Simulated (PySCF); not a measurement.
# InN+: bond curves at several levels of theory

An exercise on one series of results from a longer session: the logs are not shown, and one member is left open.

Method: In def2-TZVPPD with ECP28, N def2-TZVPPD, scalar-relativistic core potentials; program: PySCF 2.14.0.

The first run:

Settings of the job:

```
atoms                         : In, N
charge                        : 1
basis                         : In def2-TZVPPD with ECP28, N def2-TZVPPD
Hamiltonian                   : scalar-relativistic core potentials
basis functions               : 93
electrons treated             : 27
masses in u                   : 114.9039, 14.0031
levels                        : PBE0, PBE, r²SCAN, M06, B97-3, r²SCANh, revPBE, BLYP, CAM-B3LYP, HF, MP2, SCS-MP2, CCSD, CCSD(T)
grid                          : 80 radial by 434 angular points
occupations                   : held fixed by the projection of orbital angular momentum
dissociation limit            : In+ + N, each in its ground configuration
starting distance in angstrom : 2.145
values of 2S to try           : 1, 3
```

On the command line:

```console
$ OMP_NUM_THREADS=2 python dia.py task.json out
```

Steps of the session up to this table: Set-up; The PBE0 curve of the state that the search chose; Higher solutions at PBE0; PBE (GGA); r²SCAN; M06; B97-3 (global hybrid GGA); r²SCANh (hybrid meta-GGA); revPBE; BLYP (GGA); CAM-B3LYP; UHF; Adding correlation.

One of the session's tables, all rows but one given; the rest of the session is left out.

Energy (eV) from each level's lowest point:

| R (Å) | UHF | UHF-MP2 | UHF-SCS-MP2 | UHF-CCSD | UHF-CCSD(T) |
| --- | --- | --- | --- | --- | --- |
| 2.458 | 0.340 | 0.179 | 0.209 | n/a | n/a |
| 2.572 | 0.232 | 0.106 | 0.130 | 0.105 | 0.088 |
| 2.687 | 0.156 | 0.058 | 0.077 | 0.061 | 0.049 |
| 2.772 | 0.114 | 0.035 | 0.049 | 0.038 | 0.029 |
| 2.858 | 0.082 | 0.019 | 0.030 | 0.023 | 0.016 |
| 2.944 | 0.058 | 0.009 | 0.016 | 0.012 | 0.007 |
| 3.058 | ? | ? | ? | ? | ? |
| 3.201 | 0.017 | 0.000 | 0.000 | 0.000 | 0.000 |
| 3.372 | 0.005 | 0.004 | 0.001 | 0.002 | 0.004 |
| 3.601 | 0.000 | 0.015 | 0.008 | n/a | n/a |

Estimate the missing values for R (Å) = 3.058.

Worked estimate for «UHF». A straight line through the neighbours (2.944, 0.058) and (3.201, 0.017) gives 0.058 + (0.017 − 0.058) × (3.058 − 2.944) / (3.201 − 2.944) = 0.040; a parabola fitted to 4 rows on both sides gives 0.036.

**Answer.** UHF: 0.035; UHF-MP2: 0.002; UHF-SCS-MP2: 0.005; UHF-CCSD: 0.004; UHF-CCSD(T): 0.001. In «UHF» the line misses by +0.005 and the parabola by +0.001.

Limits of these values: The bond is weak, and basis-set superposition, which was not computed, may be a sizeable part of it.
